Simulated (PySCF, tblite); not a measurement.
# CH6BrClSi2: dynamics, then NMR shifts on frames

How do NMR shifts of CH6BrClSi2 (`[SiH3][Si@H](Br)CCl`) change as the atoms move?

Computed with tblite 0.8.0 and PySCF 2.14.0, with density-fitted response routines of our own, on a single molecule in the gas phase. Atoms are numbered from 0 throughout.

### Step 1. Starting geometry

11 atoms, charge 0, multiplicity 1; geometry from: GFN2-xTB.

Bonds of the start (Å): Si0–Si1 2.32, Si1–Br2 2.25, Si1–C3 1.91, C3–Cl4 1.79, Si0–H5 1.46, Si0–H6 1.46, Si0–H7 1.46, Si1–H8 1.46, C3–H9 1.09, C3–H10 1.09.

### Step 2. Thermal motion with GFN2-xTB

Job settings and geometry (Å):

```
{"job": {"kind": "md", "xc": "GFN2-xTB", "basis": "xTB", "temperature": 300, "steps": 2000, "every": 50, "frames": 5}, "charge": 0, "multiplicity": 1}
Si    -1.808192    -0.497611    -0.100942
Si     0.094681     0.785016     0.248272
Br     0.266947     2.475316    -1.220879
C      1.711101    -0.187810    -0.061657
Cl     1.718183    -1.598048     1.040719
H     -2.982964     0.362406     0.045935
H     -1.866903    -1.575747     0.883109
H     -1.810520    -1.061013    -1.453016
H      0.282229     1.488691     1.517632
H      1.790000    -0.575563    -1.076264
H      2.610862     0.387035     0.151127
```

Level: GFN2-xTB Langevin dynamics, gas phase.

On the command line:

```
$ OMP_NUM_THREADS=1 python probes_run.py task.json out
```

One launch serves the whole session: the jobs run in the order shown.

Log:

```text
t/fs     T/K      E/eV
    0.0   263.2   -471.41433
   25.0   160.3   -471.19472
   50.0   210.3   -471.10986
   75.0   195.0   -471.19097
  100.0   232.0   -471.09731
  125.0   252.4   -471.07780
  150.0   361.1   -471.10585
  175.0   273.3   -471.22144
  200.0   295.2   -471.10279
  225.0   395.6   -471.17209
  250.0   236.3   -471.10285
  275.0   304.8   -471.18896
  300.0   256.1   -471.12749
  325.0   287.7   -471.15098
  350.0   211.5   -471.05969
  375.0   234.3   -471.13022
  400.0   233.1   -471.03442
  425.0   201.6   -471.07910
  450.0   119.3   -471.05848
  475.0   239.6   -471.12558
  500.0   176.9   -470.99249
  525.0   337.4   -471.08375
  550.0   331.4   -471.10222
  575.0   307.2   -471.08319
  600.0   326.4   -471.08339
  625.0   351.6   -471.08934
  650.0   317.4   -471.09444
  675.0   252.2   -471.17065
  700.0   263.6   -471.15529
  725.0   306.6   -471.19160
  750.0   227.5   -471.10834
  775.0   221.2   -471.08067
  800.0   197.0   -471.14398
  825.0   289.9   -471.03162
  850.0   356.1   -471.13214
  875.0   421.6   -471.20135
  900.0   335.7   -471.13901
  925.0   266.3   -471.09889
  950.0   236.6   -471.04659
  975.0   236.2   -471.07947
 1000.0   315.9   -471.10723
```

It took 14 s on 1 thread of Arm Neoverse V1, shared host; peak memory 0.18 GiB.

Distance from the start (root mean square after alignment): 0 fs 0.00 Å, 200 fs 0.26 Å, 400 fs 0.62 Å, 600 fs 0.19 Å, 800 fs 0.49 Å, 1000 fs 1.49 Å.

Positions (Å) and forces (eV/Å) at 1000 fs:

```xyz
11

Si   -1.796   -1.263    0.837   -1.292    0.575    0.976
Si   -0.186    0.180    0.129    0.893    0.675   -0.765
Br   -0.938    1.168   -1.776   -0.032   -0.156   -0.045
C     1.360   -0.849   -0.570   -0.512   -0.018    0.322
Cl    2.669   -0.724    0.660   -0.114   -0.106   -0.121
H    -1.444   -2.619    0.551    0.166   -0.691   -0.158
H    -3.076   -0.921    0.113    0.589   -0.193    0.403
H    -2.005   -1.124    2.340    0.083   -0.062   -0.882
H     0.170    1.510    0.736    0.109   -0.825    0.013
H     1.138   -1.945   -0.702    0.216    1.081    0.029
H     1.758   -0.417   -1.497   -0.105   -0.280    0.229
```

### Step 3. NMR shieldings: 250 fs, PBE0/pcSseg-1

Job settings and geometry (Å):

```
{"job": {"kind": "nmr", "xc": "PBE0", "basis": "pcSseg-1", "pop": false}, "charge": 0, "multiplicity": 1}
Si    -1.545400    -1.122000     0.062700
Si     0.059900     0.512000     0.032200
Br    -0.349400     2.130000    -1.415800
C      1.855800    -0.195800    -0.105000
Cl     2.075200    -1.540400     1.096100
H     -2.787900    -0.407300    -0.276400
H     -1.564400    -1.656500     1.412100
H     -1.287400    -2.064600    -1.097300
H      0.019900     1.157000     1.301300
H      2.010400    -0.702500    -1.079700
H      2.588400     0.503200     0.033200
```

Level: GIAO PBE0/pcSseg-1 NMR shielding, non-relativistic, gas phase.

Log:

```text
coarse grid: 46488 points
cycle   1  E = -3654.0022973635  dE = -1.011e+00  |g| = 7.063e-01  |ddm| = 3.108e+00
cycle   2  E = -3654.0104012874  dE = -8.104e-03  |g| = 3.613e-01  |ddm| = 5.863e-01
cycle   3  E = -3654.0230179426  dE = -1.262e-02  |g| = 1.057e-01  |ddm| = 4.100e-01
cycle   4  E = -3654.0255753316  dE = -2.557e-03  |g| = 3.493e-02  |ddm| = 1.491e-01
cycle   5  E = -3654.0258493075  dE = -2.740e-04  |g| = 5.845e-03  |ddm| = 3.570e-02
cycle   6  E = -3654.0258581399  dE = -8.832e-06  |g| = 1.175e-03  |ddm| = 7.261e-03
final grid: 92112 points
cycle   7  E = -3654.0258625045  dE =  1.050e-07  |g| = 1.391e-03  |ddm| = 2.866e-03
cycle   8  E = -3654.0258621935  dE =  3.110e-07  |g| = 1.772e-03  |ddm| = 2.985e-03
cycle   9  E = -3654.0258630136  dE = -8.202e-07  |g| = 1.336e-04  |ddm| = 1.631e-03
cycle  10  E = -3654.0258630185  dE = -4.897e-09  |g| = 1.278e-05  |ddm| = 1.530e-04
cycle  11  E = -3654.0258630186  dE = -5.093e-11  |g| = 4.452e-06  |ddm| = 2.489e-05
converged SCF energy = -3654.0258630186

GIAO shielding tensors (ppm)
atom      isotropic    diamagn.    paramagn.     s11        s22        s33       span
  0 Si     456.195     879.599    -423.404    439.194    450.976    478.415     39.221
  1 Si     360.342     878.224    -517.882    301.238    366.889    412.899    111.661
  2 Br    2738.079    3124.953    -386.874   2499.732   2804.911   2909.595    409.863
  3 C      149.101     252.715    -103.614    113.720    139.262    194.320     80.600
  4 Cl     911.727    1146.284    -234.557    802.592    837.311   1095.279    292.687
  5 H       28.028      28.543      -0.516     24.133     27.005     32.946      8.813
  6 H       27.863      28.484      -0.620     23.855     26.335     33.400      9.544
  7 H       27.305      27.861      -0.556     24.377     25.365     32.174      7.797
  8 H       26.832      29.431      -2.599     22.493     26.274     31.729      9.235
  9 H       27.900      29.511      -1.612     21.943     27.955     33.801     11.858
 10 H       29.734      31.141      -1.407     23.255     30.243     35.705     12.450
```

Wall time 16 s (1 thread of Arm Neoverse V1, shared host); peak memory 0.71 GiB.

The references, computed at this level on geometries of the same kind, shield at (ppm): ¹H TMS 31.72, ¹³C TMS 186.9, ²⁹Si TMS 349.2, ³⁵Cl HCl 950, ⁷⁹Br HBr 2622. Their shielding less the atom's gives the shift. The references are single molecules in the gas phase. Each atom is listed at this fixed geometry, with no averaging over motion; a spectrum would average atoms that exchange fast.

```csv
atoms,environment,σ (ppm),δ (ppm)
C3,sp3 CH2 bonded to Cl and Si,149.1,37.8
H8,"hydrogen on a silicon bonded to C, Br, Si",26.83,4.89
H7,hydrogen on a silicon bonded to Si,27.31,4.41
H6,hydrogen on a silicon bonded to Si,27.86,3.85
H9,hydrogen on an sp3 CH2 bonded to Cl and Si,27.90,3.82
H5,hydrogen on a silicon bonded to Si,28.03,3.69
H10,hydrogen on an sp3 CH2 bonded to Cl and Si,29.73,1.98
Si1,"silicon bonded to C, Br, Si, H",360.3,-11.2
Si0,"silicon bonded to Si, 3 H",456.2,-107.0
Br2,bromine bonded to Si,2738,-116
Cl4,chlorine bonded to C,912,38
```

### Step 4. NMR shieldings: 425 fs, PBE0/pcSseg-1

Job settings and geometry (Å):

```
{"job": {"kind": "nmr", "xc": "PBE0", "basis": "pcSseg-1", "pop": false}, "charge": 0, "multiplicity": 1}
Si    -1.315600    -1.522400     0.124500
Si     0.054700     0.361500     0.188600
Br    -0.374800     1.816400    -1.438500
C      1.822600    -0.044000     0.068500
Cl     2.236000    -1.430900     1.147000
H     -2.463300    -1.558500    -0.728800
H     -1.791400    -2.065800     1.381200
H     -0.377700    -2.571200    -0.324900
H     -0.057700     1.176000     1.433900
H      2.050700    -0.389100    -0.895300
H      2.602900     0.685600     0.228800
```

Level: GIAO PBE0/pcSseg-1 NMR shielding, non-relativistic, gas phase.

Log:

```text
coarse grid: 46488 points
cycle   1  E = -3653.9955877004  dE = -9.285e-01  |g| = 7.117e-01  |ddm| = 3.129e+00
cycle   2  E = -3654.0039050000  dE = -8.317e-03  |g| = 3.685e-01  |ddm| = 6.279e-01
cycle   3  E = -3654.0192296803  dE = -1.532e-02  |g| = 1.074e-01  |ddm| = 4.339e-01
cycle   4  E = -3654.0221218416  dE = -2.892e-03  |g| = 3.533e-02  |ddm| = 1.544e-01
cycle   5  E = -3654.0223954154  dE = -2.736e-04  |g| = 6.130e-03  |ddm| = 3.698e-02
cycle   6  E = -3654.0224050437  dE = -9.628e-06  |g| = 1.183e-03  |ddm| = 7.097e-03
final grid: 92112 points
cycle   7  E = -3654.0224149297  dE =  1.074e-07  |g| = 1.391e-03  |ddm| = 2.447e-03
cycle   8  E = -3654.0224146383  dE =  2.914e-07  |g| = 1.763e-03  |ddm| = 2.829e-03
cycle   9  E = -3654.0224154028  dE = -7.645e-07  |g| = 1.247e-04  |ddm| = 1.573e-03
cycle  10  E = -3654.0224154071  dE = -4.233e-09  |g| = 1.276e-05  |ddm| = 1.408e-04
cycle  11  E = -3654.0224154071  dE = -4.638e-11  |g| = 3.476e-06  |ddm| = 2.231e-05
converged SCF energy = -3654.0224154071

GIAO shielding tensors (ppm)
atom      isotropic    diamagn.    paramagn.     s11        s22        s33       span
  0 Si     464.867     879.034    -414.167    422.008    476.577    496.016     74.007
  1 Si     367.364     877.373    -510.009    325.554    366.194    410.344     84.790
  2 Br    2714.912    3125.077    -410.166   2476.876   2800.916   2866.944    390.068
  3 C      159.094     251.746     -92.652    130.951    142.547    203.784     72.833
  4 Cl     921.670    1145.852    -224.181    798.603    859.712   1106.697    308.094
  5 H       28.669      28.626       0.043     24.409     26.781     34.816     10.407
  6 H       28.277      28.181       0.096     24.456     25.943     34.432      9.976
  7 H       27.832      28.146      -0.314     23.611     27.735     32.150      8.539
  8 H       26.004      27.362      -1.359     21.928     24.852     31.231      9.303
  9 H       29.624      31.357      -1.733     23.329     30.274     35.271     11.942
 10 H       28.407      28.920      -0.514     21.384     28.705     35.132     13.748
```

Run time: 16 s. Hardware: 1 thread of Arm Neoverse V1, shared host; peak memory 0.82 GiB.

In short: δ C3 27.8, Si1 -18.2, Si0 -115.7, Br2 -93, H8 5.71, H7 3.88 ppm.

### Step 5. Shielding tensors: 625 fs, PBE0/pcSseg-1

Job settings and geometry (Å):

```
{"job": {"kind": "nmr", "xc": "PBE0", "basis": "pcSseg-1", "pop": false}, "charge": 0, "multiplicity": 1}
Si    -0.976400    -1.616500     0.460600
Si     0.287500     0.265900     0.242200
Br    -0.359100     1.366200    -1.538700
C      2.205600    -0.116200     0.079100
Cl     2.633500    -1.191800     1.354800
H     -2.333400    -1.106000     0.098500
H     -0.986000    -2.134400     1.821700
H     -0.812300    -2.568000    -0.657300
H      0.049400     1.236000     1.382800
H      2.442700    -0.553300    -0.922600
H      2.784300     0.734700     0.302300
```

With the program's defaults for keys left out, this is: GIAO PBE0/pcSseg-1 NMR shielding, non-relativistic, gas phase.

Log:

```text
coarse grid: 46488 points
cycle   1  E = -3654.0005602374  dE = -9.408e-01  |g| = 7.056e-01  |ddm| = 3.127e+00
cycle   2  E = -3654.0090123669  dE = -8.452e-03  |g| = 3.574e-01  |ddm| = 6.000e-01
cycle   3  E = -3654.0220388983  dE = -1.303e-02  |g| = 9.784e-02  |ddm| = 4.114e-01
cycle   4  E = -3654.0243731226  dE = -2.334e-03  |g| = 2.928e-02  |ddm| = 1.443e-01
cycle   5  E = -3654.0245633165  dE = -1.902e-04  |g| = 5.003e-03  |ddm| = 3.353e-02
cycle   6  E = -3654.0245691233  dE = -5.807e-06  |g| = 1.262e-03  |ddm| = 6.769e-03
final grid: 92112 points
cycle   7  E = -3654.0245937660  dE =  2.449e-07  |g| = 1.642e-03  |ddm| = 2.833e-03
cycle   8  E = -3654.0245931461  dE =  6.199e-07  |g| = 2.262e-03  |ddm| = 3.363e-03
cycle   9  E = -3654.0245944722  dE = -1.326e-06  |g| = 1.164e-04  |ddm| = 1.933e-03
cycle  10  E = -3654.0245944762  dE = -3.934e-09  |g| = 1.160e-05  |ddm| = 1.503e-04
cycle  11  E = -3654.0245944762  dE = -3.911e-11  |g| = 3.690e-06  |ddm| = 2.223e-05
converged SCF energy = -3654.0245944762

GIAO shielding tensors (ppm)
atom      isotropic    diamagn.    paramagn.     s11        s22        s33       span
  0 Si     460.572     879.576    -419.004    429.462    451.600    500.654     71.192
  1 Si     356.256     877.778    -521.522    305.023    371.570    392.177     87.154
  2 Br    2713.626    3125.761    -412.135   2499.342   2778.011   2863.524    364.183
  3 C      156.560     251.957     -95.397    131.852    152.008    185.819     53.967
  4 Cl     950.007    1145.686    -195.679    876.353    898.373   1075.294    198.940
  5 H       27.810      28.488      -0.678     24.007     27.015     32.408      8.401
  6 H       27.943      28.166      -0.223     23.826     25.867     34.138     10.312
  7 H       27.779      28.352      -0.573     24.929     25.554     32.855      7.926
  8 H       25.621      27.545      -1.924     21.459     24.614     30.789      9.330
  9 H       28.149      28.616      -0.467     22.235     28.359     33.853     11.619
 10 H       28.553      30.144      -1.591     21.524     29.096     35.040     13.517
```

Wall time 16 s (1 thread of Arm Neoverse V1, shared host); peak memory 0.8 GiB.

Key values: δ C3 30.4, Si1 -7.1, Si0 -111.4, Br2 -92, H8 6.10, H7 3.94 ppm.

### Step 6. Shielding tensors: 800 fs, PBE0/pcSseg-1

Job settings and geometry (Å):

```
{"job": {"kind": "nmr", "xc": "PBE0", "basis": "pcSseg-1", "pop": false}, "charge": 0, "multiplicity": 1}
Si    -1.420300    -1.414000     0.793000
Si     0.072000     0.370300     0.235200
Br    -0.753500     1.237600    -1.720900
C      1.803900    -0.354800    -0.357100
Cl     2.703500    -0.917800     1.060700
H     -2.723600    -1.237200     0.110300
H     -1.683500    -1.185400     2.233700
H     -0.859200    -2.621800     0.202000
H      0.143500     1.479500     1.143600
H      1.729400    -1.153500    -1.094100
H      2.458100     0.420300    -0.865400
```

With the program's defaults for keys left out, this is: GIAO PBE0/pcSseg-1 NMR shielding, non-relativistic, gas phase.

Log:

```text
coarse grid: 46488 points
cycle   1  E = -3653.9966604570  dE = -1.133e+00  |g| = 7.045e-01  |ddm| = 3.070e+00
cycle   2  E = -3654.0035500369  dE = -6.890e-03  |g| = 3.582e-01  |ddm| = 6.750e-01
cycle   3  E = -3654.0193311987  dE = -1.578e-02  |g| = 1.243e-01  |ddm| = 4.823e-01
cycle   4  E = -3654.0236152477  dE = -4.284e-03  |g| = 3.776e-02  |ddm| = 1.780e-01
cycle   5  E = -3654.0238813264  dE = -2.661e-04  |g| = 6.669e-03  |ddm| = 3.608e-02
cycle   6  E = -3654.0238930170  dE = -1.169e-05  |g| = 1.518e-03  |ddm| = 7.672e-03
cycle   7  E = -3654.0238935304  dE = -5.134e-07  |g| = 4.644e-04  |ddm| = 1.930e-03
final grid: 92112 points
cycle   8  E = -3654.0238735972  dE = -1.683e-08  |g| = 5.801e-04  |ddm| = 1.735e-03
cycle   9  E = -3654.0238735778  dE =  1.940e-08  |g| = 6.991e-04  |ddm| = 1.442e-03
cycle  10  E = -3654.0238736546  dE = -7.685e-08  |g| = 3.124e-05  |ddm| = 7.300e-04
cycle  11  E = -3654.0238736549  dE = -2.719e-10  |g| = 8.689e-06  |ddm| = 4.477e-05
converged SCF energy = -3654.0238736549

GIAO shielding tensors (ppm)
atom      isotropic    diamagn.    paramagn.     s11        s22        s33       span
  0 Si     444.179     879.133    -434.954    386.920    437.916    507.701    120.781
  1 Si     354.947     877.428    -522.481    315.049    366.129    383.663     68.614
  2 Br    2653.935    3125.768    -471.833   2423.217   2729.901   2808.686    385.469
  3 C      146.585     251.364    -104.779    124.239    131.769    183.747     59.508
  4 Cl     932.510    1145.457    -212.946    842.405    858.938   1096.188    253.782
  5 H       27.738      28.523      -0.785     23.731     27.039     32.445      8.714
  6 H       27.164      27.645      -0.481     23.676     24.927     32.890      9.214
  7 H       27.702      28.635      -0.932     24.099     26.590     32.419      8.320
  8 H       26.455      28.415      -1.960     22.230     25.306     31.828      9.598
  9 H       28.356      30.214      -1.858     23.307     28.547     33.213      9.906
 10 H       27.158      28.077      -0.918     20.798     28.010     32.667     11.869
```

Run time: 16 s. Hardware: 1 thread of Arm Neoverse V1, shared host; peak memory 0.8 GiB.

This run: δ C3 40.3, Si1 -5.8, Si0 -95.0, Br2 -32, H8 5.26, H10 4.56 ppm.

### Step 7. Nuclear shieldings: 1000 fs, PBE0/pcSseg-1

Job settings and geometry (Å):

```
{"job": {"kind": "nmr", "xc": "PBE0", "basis": "pcSseg-1", "pop": false}, "charge": 0, "multiplicity": 1}
Si    -1.796300    -1.262900     0.837200
Si    -0.186400     0.180400     0.128900
Br    -0.937700     1.168400    -1.776500
C      1.360000    -0.849000    -0.569600
Cl     2.668700    -0.723800     0.660500
H     -1.443700    -2.618500     0.551000
H     -3.075600    -0.920600     0.113100
H     -2.005200    -1.124000     2.340200
H      0.169800     1.509600     0.735700
H      1.137700    -1.944600    -0.702200
H      1.757500    -0.417200    -1.497000
```

Method: GIAO PBE0/pcSseg-1 NMR shielding, non-relativistic, gas phase.

Log:

```text
coarse grid: 46488 points
cycle   1  E = -3653.9882451381  dE = -1.117e+00  |g| = 7.072e-01  |ddm| = 3.055e+00
cycle   2  E = -3653.9927116079  dE = -4.466e-03  |g| = 3.765e-01  |ddm| = 7.588e-01
cycle   3  E = -3654.0123871847  dE = -1.968e-02  |g| = 1.443e-01  |ddm| = 5.507e-01
cycle   4  E = -3654.0182185504  dE = -5.831e-03  |g| = 3.913e-02  |ddm| = 1.960e-01
cycle   5  E = -3654.0184856894  dE = -2.671e-04  |g| = 7.951e-03  |ddm| = 3.591e-02
cycle   6  E = -3654.0185026989  dE = -1.701e-05  |g| = 1.693e-03  |ddm| = 8.825e-03
cycle   7  E = -3654.0185033161  dE = -6.172e-07  |g| = 4.918e-04  |ddm| = 2.302e-03
final grid: 92112 points
cycle   8  E = -3654.0184984041  dE = -1.455e-08  |g| = 5.921e-04  |ddm| = 1.716e-03
cycle   9  E = -3654.0184983868  dE =  1.730e-08  |g| = 7.035e-04  |ddm| = 1.510e-03
cycle  10  E = -3654.0184984629  dE = -7.612e-08  |g| = 3.075e-05  |ddm| = 7.637e-04
cycle  11  E = -3654.0184984632  dE = -2.619e-10  |g| = 7.664e-06  |ddm| = 4.387e-05
converged SCF energy = -3654.0184984632

GIAO shielding tensors (ppm)
atom      isotropic    diamagn.    paramagn.     s11        s22        s33       span
  0 Si     445.659     879.046    -433.387    410.307    456.667    470.004     59.697
  1 Si     358.049     877.087    -519.038    313.405    355.509    405.233     91.828
  2 Br    2606.479    3125.643    -519.163   2317.599   2714.642   2787.197    469.598
  3 C      138.025     252.648    -114.623    118.703    131.104    164.269     45.566
  4 Cl     902.803    1145.715    -242.912    789.174    850.043   1069.192    280.019
  5 H       28.371      29.047      -0.676     24.625     27.030     33.458      8.832
  6 H       27.180      27.303      -0.122     22.893     26.808     31.841      8.948
  7 H       26.927      26.893       0.033     23.681     24.569     32.530      8.849
  8 H       24.823      26.942      -2.119     19.613     24.235     30.620     11.007
  9 H       27.369      29.136      -1.767     22.853     27.432     31.821      8.967
 10 H       27.691      29.727      -2.035     21.824     28.538     32.712     10.888
```

Wall time 16 s (1 thread of Arm Neoverse V1, shared host); peak memory 0.8 GiB.

Key values: δ C3 48.9, Si1 -8.9, Si0 -96.5, Br2 16, H8 6.89, H7 4.79 ppm.

### Step 8. Side by side: NMR shifts

Shifts (ppm) of some atoms, chosen among heavy atoms and hydrogens apart, with basis size and wall time:

```csv
frame,C3,H9,H10,Si1,Si0,Br2,Cl4,functions,time
250 fs,37.8,3.82,1.98,-11.2,-107.0,-116,38,160,16 s
425 fs,27.8,2.09,3.31,-18.2,-115.7,-93,28,160,16 s
625 fs,30.4,3.57,3.16,-7.1,-111.4,-92,0,160,16 s
800 fs,40.3,3.36,4.56,-5.8,-95.0,-32,17,160,16 s
1000 fs,48.9,4.35,4.03,-8.9,-96.5,16,47,160,16 s
```

### Step 9. Results

| quantity | value |
| --- | --- |
| thermostat | 300 K |
| mean temperature, second half | 289 K |
| mean potential energy above the minimum | 0.31 eV |
| ¹³C shifts against TMS (PBE0/pcSseg-1, 250 fs) | 37.8 ppm |
| ¹H shifts against TMS (PBE0/pcSseg-1, 250 fs) | 4.89, 4.41, 3.85, 3.82, 3.69, 1.98 ppm |
| ²⁹Si shifts against TMS (PBE0/pcSseg-1, 250 fs) | -11.2, -107.0 ppm |
| ⁷⁹Br shifts against HBr (PBE0/pcSseg-1, 250 fs) | -116 ppm |
| ³⁵Cl shifts against HCl (PBE0/pcSseg-1, 250 fs) | 38 ppm |
| range of the shift of Br2 | -116 to 16 ppm |

In words: In the second half the potential energy averages 0.31 eV above the minimum; equipartition over 27 harmonic modes at 300 K would give 0.35 eV. With 11 atoms the temperature swings widely (119 to 422 K). Shifts at one fixed geometry are not the observed spectrum, which averages over the motion. In the first frame run (250 fs): The widest tensor belongs to Br2: span 410 ppm, with a paramagnetic part of -387 ppm. In ppm, Br2 moves most: its shift spreads over 132 ppm, from -116 (250 fs) to 16 (1000 fs). Spin-orbit coupling is left out, which matters for shieldings and couplings at and beside the heavy atoms.
